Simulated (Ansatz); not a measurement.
Born–Oppenheimer molecular dynamics of a periodic cell of 36 atoms, Be (start crystal Be, start structure hcp, volume 1.05 times the crystal's). It starts from a structure without forces on its atoms.

Computed with Ansatz, DFT PBE-D3(BJ), scalar-relativistic, plane waves, PAW. Settings: cutoff 420 eV, k mesh 2x2x2, fermi-dirac smearing 0.24 eV, no spin polarisation.

```json
{
 "ensemble": "NVT, Langevin thermostat",
 "time step": "0.75 fs",
 "steps asked": "90",
 "set temperature": "2800 K",
 "friction": "0.02 /fs",
 "seed": "430677"
}
```

First frame:

```xyz
36
Lattice="6.9826 0.0000 0.0000 -3.4913 6.0471 0.0000 0.0000 0.0000 7.2945" Properties=species:S:1:pos:R:3
Be 0.000 0.000 0.000
Be 0.000 1.344 1.824
Be 0.000 0.000 3.647
Be 0.000 1.344 5.471
Be -1.164 2.016 0.000
Be -1.164 3.360 1.824
Be -1.164 2.016 3.647
Be -1.164 3.360 5.471
Be -2.328 4.031 0.000
Be -2.328 5.375 1.824
Be -2.328 4.031 3.647
Be -2.328 5.375 5.471
Be 2.328 0.000 0.000
Be 2.328 1.344 1.824
Be 2.328 0.000 3.647
Be 2.328 1.344 5.471
Be 1.164 2.016 0.000
Be 1.164 3.360 1.824
Be 1.164 2.016 3.647
Be 1.164 3.360 5.471
Be 0.000 4.031 0.000
Be 0.000 5.375 1.824
Be 0.000 4.031 3.647
Be 0.000 5.375 5.471
Be 4.655 0.000 0.000
Be 4.655 1.344 1.824
Be 4.655 0.000 3.647
Be 4.655 1.344 5.471
Be 3.491 2.016 0.000
Be 3.491 3.360 1.824
Be 3.491 2.016 3.647
Be 3.491 3.360 5.471
Be 2.328 4.031 0.000
Be 2.328 5.375 1.824
Be 2.328 4.031 3.647
Be 2.328 5.375 5.471
```

(1) What does the run give?

(2) What happens to the structure?

(3) How do temperature and energy run in time?

## Answers

(1) The run went to its last step.

| Item | Value |
| --- | --- |
| steps done | 90 |
| time covered | 67.5 fs |
| mean temperature over the second half | 2157 K |
| spread of the potential energy over the second half | 28.8 meV per atom |
| mean potential energy of the second half above the start | 274.5 meV per atom |

The mean temperature of the second half is 23 % below the set value. A run of 0.068 ps of so small a system gives no equilibrium averages. Limits of this set-up: coarse k mesh.

(2) Mean squared displacements from the first frame to the last, about the centre of mass: Be 0.12 Å². The details hang on the random start.

(3) 
```json
{"time (fs)": "0.0", "T (K)": "2722", "potential energy less start (eV)": "0.000"}
{"time (fs)": "3.0", "T (K)": "2681", "potential energy less start (eV)": "0.834"}
{"time (fs)": "6.0", "T (K)": "2029", "potential energy less start (eV)": "3.014"}
{"time (fs)": "9.0", "T (K)": "1617", "potential energy less start (eV)": "5.783"}
{"time (fs)": "12.0", "T (K)": "1260", "potential energy less start (eV)": "8.528"}
{"time (fs)": "15.0", "T (K)": "983", "potential energy less start (eV)": "10.553"}
{"time (fs)": "18.0", "T (K)": "1040", "potential energy less start (eV)": "11.177"}
{"time (fs)": "21.0", "T (K)": "1371", "potential energy less start (eV)": "10.756"}
{"time (fs)": "24.0", "T (K)": "1633", "potential energy less start (eV)": "9.690"}
{"time (fs)": "27.0", "T (K)": "1915", "potential energy less start (eV)": "8.725"}
{"time (fs)": "30.0", "T (K)": "2098", "potential energy less start (eV)": "8.210"}
{"time (fs)": "33.0", "T (K)": "2049", "potential energy less start (eV)": "8.424"}
{"time (fs)": "36.0", "T (K)": "1978", "potential energy less start (eV)": "8.848"}
{"time (fs)": "39.0", "T (K)": "2054", "potential energy less start (eV)": "9.176"}
{"time (fs)": "42.0", "T (K)": "2030", "potential energy less start (eV)": "9.404"}
{"time (fs)": "45.0", "T (K)": "2038", "potential energy less start (eV)": "9.353"}
{"time (fs)": "48.0", "T (K)": "2008", "potential energy less start (eV)": "9.143"}
{"time (fs)": "51.0", "T (K)": "2340", "potential energy less start (eV)": "9.065"}
{"time (fs)": "54.0", "T (K)": "2353", "potential energy less start (eV)": "9.376"}
{"time (fs)": "57.0", "T (K)": "2256", "potential energy less start (eV)": "10.239"}
{"time (fs)": "60.0", "T (K)": "2244", "potential energy less start (eV)": "11.233"}
{"time (fs)": "63.0", "T (K)": "2255", "potential energy less start (eV)": "11.597"}
{"time (fs)": "66.0", "T (K)": "2361", "potential energy less start (eV)": "11.569"}
```

Run time: 13 min on 1 thread of Arm Neoverse V1, on a shared host, peak memory 0.65 GiB.
